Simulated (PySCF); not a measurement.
**V, V⁺: ionisation energy in def2-SVP**

Each state of vanadium is computed at each level; their differences give the ionisation energy. How far do the methods differ?

The numbers are computed with PySCF 2.14.0 (unrestricted determinants in a Gaussian basis, no spin-orbit coupling in the energies), except any that are marked as measured or tabulated.

**1. What is computed**

| Item | Value |
| --- | --- |
| Element | vanadium (Z = 23) |
| Basis | def2-SVP |
| Hamiltonian | the non-relativistic Hamiltonian (point nucleus) |
| State 1 | V: [Ar] 3d3 4s2, high-spin 4F determinant |
| State 2 | V⁺: [Ar] 3d4, high-spin 5D determinant |
| Methods | UHF, BP86, LDA, MP2 |
| Core shells frozen in the correlated runs | valence: [Ar] (for V) |

Outer shells as boxes (Hund's rule):

V [Ar] 3d3 4s2
```
[Ar] core
3d [↑ ][↑ ][↑ ][  ][  ]
4s [↑↓]
```

V+ [Ar] 3d4
```
[Ar] core
3d [↑ ][↑ ][↑ ][↑ ][  ]
```

One driver process ran all states and methods and kept the integrals in memory. Each run is shown as a PySCF script that sums up its settings (the driver passes frozen orbitals as a list and adds second-order terms of double hybrids); the logs are those of the runs themselves. The driver starts from symmetry-adapted Hartree-Fock orbitals, holds the occupation by maximum overlap and uses a logarithmic radial grid for functionals, so a plain start would take other cycles.

The driver's launch:

```
> OMP_NUM_THREADS=1 python atomrun2.py TASK.json OUT
```

The integrals over 31 functions and the set-up took 0.07 s of CPU time.

**2. V: the ladder of methods**

#### UHF

The input, input.py:

```python
from pyscf import gto, scf, dft, mp, cc
import basis_set_exchange as bse
mol = gto.M(atom="V 0 0 0", charge=0, spin=3, symmetry="D2h",
            basis=gto.basis.parse(bse.get_basis("def2-SVP", elements=["V"], fmt="nwchem", header=False)))
mf = scf.UHF(mol)
mf.irrep_nelec = {'Ag': (4, 4), 'B1g': (1, 0), 'B2g': (1, 0), 'B3g': (1, 0), 'B1u': (2, 2), 'B2u': (2, 2), 'B3u': (2, 2)}
mf.kernel()
```

#### BP86

input.py differs from the last one in:

```diff
@@ -4,3 +4,3 @@
             basis=gto.basis.parse(bse.get_basis("def2-SVP", elements=["V"], fmt="nwchem", header=False)))
-mf = scf.UHF(mol)
+mf = dft.UKS(mol, xc="B88,P86")
 mf.irrep_nelec = {'Ag': (4, 4), 'B1g': (1, 0), 'B2g': (1, 0), 'B3g': (1, 0), 'B1u': (2, 2), 'B2u': (2, 2), 'B3u': (2, 2)}
```

#### LDA

input.py differs from the last one in:

```diff
@@ -4,3 +4,3 @@
             basis=gto.basis.parse(bse.get_basis("def2-SVP", elements=["V"], fmt="nwchem", header=False)))
-mf = dft.UKS(mol, xc="B88,P86")
+mf = dft.UKS(mol, xc="LDA,VWN")
 mf.irrep_nelec = {'Ag': (4, 4), 'B1g': (1, 0), 'B2g': (1, 0), 'B3g': (1, 0), 'B1u': (2, 2), 'B2u': (2, 2), 'B3u': (2, 2)}
```

#### MP2 (valence)

```python
from pyscf import gto, scf, dft, mp, cc
import basis_set_exchange as bse
mol = gto.M(atom="V 0 0 0", charge=0, spin=3, symmetry="D2h",
            basis=gto.basis.parse(bse.get_basis("def2-SVP", elements=["V"], fmt="nwchem", header=False)))
mf = scf.UHF(mol)
mf.irrep_nelec = {'Ag': (4, 4), 'B1g': (1, 0), 'B2g': (1, 0), 'B3g': (1, 0), 'B1u': (2, 2), 'B2u': (2, 2), 'B3u': (2, 2)}
mf.kernel()
mp.UMP2(mf, frozen=9).kernel()
```

**3. V⁺, method by method**

#### UHF

The input, input.py:

```python
from pyscf import gto, scf, dft, mp, cc
import basis_set_exchange as bse
mol = gto.M(atom="V 0 0 0", charge=1, spin=4, symmetry="D2h",
            basis=gto.basis.parse(bse.get_basis("def2-SVP", elements=["V"], fmt="nwchem", header=False)))
mf = scf.UHF(mol)
mf.irrep_nelec = {'Ag': (4, 3), 'B1g': (1, 0), 'B2g': (1, 0), 'B3g': (1, 0), 'B1u': (2, 2), 'B2u': (2, 2), 'B3u': (2, 2)}
mf.kernel()
```

#### BP86

input.py differs from the last one in:

```diff
@@ -4,3 +4,3 @@
             basis=gto.basis.parse(bse.get_basis("def2-SVP", elements=["V"], fmt="nwchem", header=False)))
-mf = scf.UHF(mol)
+mf = dft.UKS(mol, xc="B88,P86")
 mf.irrep_nelec = {'Ag': (4, 3), 'B1g': (1, 0), 'B2g': (1, 0), 'B3g': (1, 0), 'B1u': (2, 2), 'B2u': (2, 2), 'B3u': (2, 2)}
```

#### LDA

input.py differs from the last one in:

```diff
@@ -4,3 +4,3 @@
             basis=gto.basis.parse(bse.get_basis("def2-SVP", elements=["V"], fmt="nwchem", header=False)))
-mf = dft.UKS(mol, xc="B88,P86")
+mf = dft.UKS(mol, xc="LDA,VWN")
 mf.irrep_nelec = {'Ag': (4, 3), 'B1g': (1, 0), 'B2g': (1, 0), 'B3g': (1, 0), 'B1u': (2, 2), 'B2u': (2, 2), 'B3u': (2, 2)}
```

#### MP2 (valence)

The input, input.py:

```python
from pyscf import gto, scf, dft, mp, cc
import basis_set_exchange as bse
mol = gto.M(atom="V 0 0 0", charge=1, spin=4, symmetry="D2h",
            basis=gto.basis.parse(bse.get_basis("def2-SVP", elements=["V"], fmt="nwchem", header=False)))
mf = scf.UHF(mol)
mf.irrep_nelec = {'Ag': (4, 3), 'B1g': (1, 0), 'B2g': (1, 0), 'B3g': (1, 0), 'B1u': (2, 2), 'B2u': (2, 2), 'B3u': (2, 2)}
mf.kernel()
mp.UMP2(mf, frozen=9).kernel()
```

Q: Predict the outcome of this session.

As calculated:

```
            quantity                                               value
ionisation energy, V  UHF 6.046, MP2 (valence) 6.236 eV; reference 6.732
```

Each level's miss and price (over 1 difference):

```csv
method,mean absolute miss against the measured value (with the measured fine structure taken into account where it is known) (eV),"CPU time, both states (s)"
UHF,0.686,0.18
BP86,0.308,0.64
LDA,0.439,0.35
MP2 (valence),0.496,0.18
SCS-MP2 (valence),0.086,0.18
```

**Reading.** Against experiment SCS-MP2 (valence) comes closest (off by 0.09 eV) and UHF is farthest (0.69 eV). Hartree-Fock falls short because the species with more electrons holds more correlation energy, which it lacks. LDA is off by -0.44 eV. All values hold for this basis alone; no basis-set limit was taken. The dearest level timed, BP86, costs 3.6 times the cheapest, UHF, and differs from the measured value (with the measured fine structure taken into account where it is known) by 0.31 against 0.69 eV.
